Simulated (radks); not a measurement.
**Spin polarisation of the 4d shell in Ru³⁺**

Aim: the energy gained and the exchange splitting as electrons of the 4d shell of Ru³⁺ are turned from spin down to spin up.

Method: scalar-relativistic Kohn-Sham, PBE, spin-polarised, spherical densities, point nucleus. Code: radks (a radial shooting solver on a logarithmic mesh, Libxc functionals) version 1.

## 1. Starting point

* element: ruthenium (Z = 44)
* charge: +3
* electrons: 41
* configuration: [Kr] 4d(up 2.5, down 2.5)

A shell typed twice in an input gives spin up, then spin down.

## 2. No moment

Input:

```text
Z 44
configuration [Kr] 4d2.5 4d2.5
relativity scalar-relativistic
functional pbe,pbe
spin polarised
nucleus point
c 137.035999084
```

Command:

```console
python run_ks.py task.json out
```

This one command runs every case of the session in turn.

## 3. moment 1 in 4d

Input:

```text
Z 44
configuration [Kr] 4d3 4d2
relativity scalar-relativistic
functional pbe,pbe
spin polarised
nucleus point
c 137.035999084
```

## 4. moment 2 in 4d

Input:

```text
Z 44
configuration [Kr] 4d3.5 4d1.5
relativity scalar-relativistic
functional pbe,pbe
spin polarised
nucleus point
c 137.035999084
```

## 5. moment 3 in 4d

Input:

```text
Z 44
configuration [Kr] 4d4 4d1
relativity scalar-relativistic
functional pbe,pbe
spin polarised
nucleus point
c 137.035999084
```

## 6. moment 4 in 4d

Input:

```text
Z 44
configuration [Kr] 4d4.5 4d0.5
relativity scalar-relativistic
functional pbe,pbe
spin polarised
nucleus point
c 137.035999084
```

## 7. moment 5 in 4d

Input:

```text
Z 44
configuration [Kr] 4d5 4d0
relativity scalar-relativistic
functional pbe,pbe
spin polarised
nucleus point
c 137.035999084
```

**Question.** What will these runs give? Wanted: for each run, moment; E − E(0); ε(4d up); ε(4d down); splitting.

As calculated:

```tsv
moment (μB)	E − E(0) (eV)	ε(4d up) (eV)	ε(4d down) (eV)	splitting (eV)
0	0.000	-37.352	-37.352	0.000
1	-0.203	-37.737	-36.926	0.812
2	-0.812	-38.084	-36.455	1.629
3	-1.833	-38.393	-35.937	2.456
4	-3.270	-38.665	-35.366	3.298
5	-5.136	-38.900	-34.718	4.182
```

What this shows: At a moment of 5 μB the energy has fallen by 5.14 eV and the 4d levels split by 4.18 eV, 0.836 eV per μB. The Stoner form E = −I m²/4 would give I = 0.822 eV. The energy falls at every step.
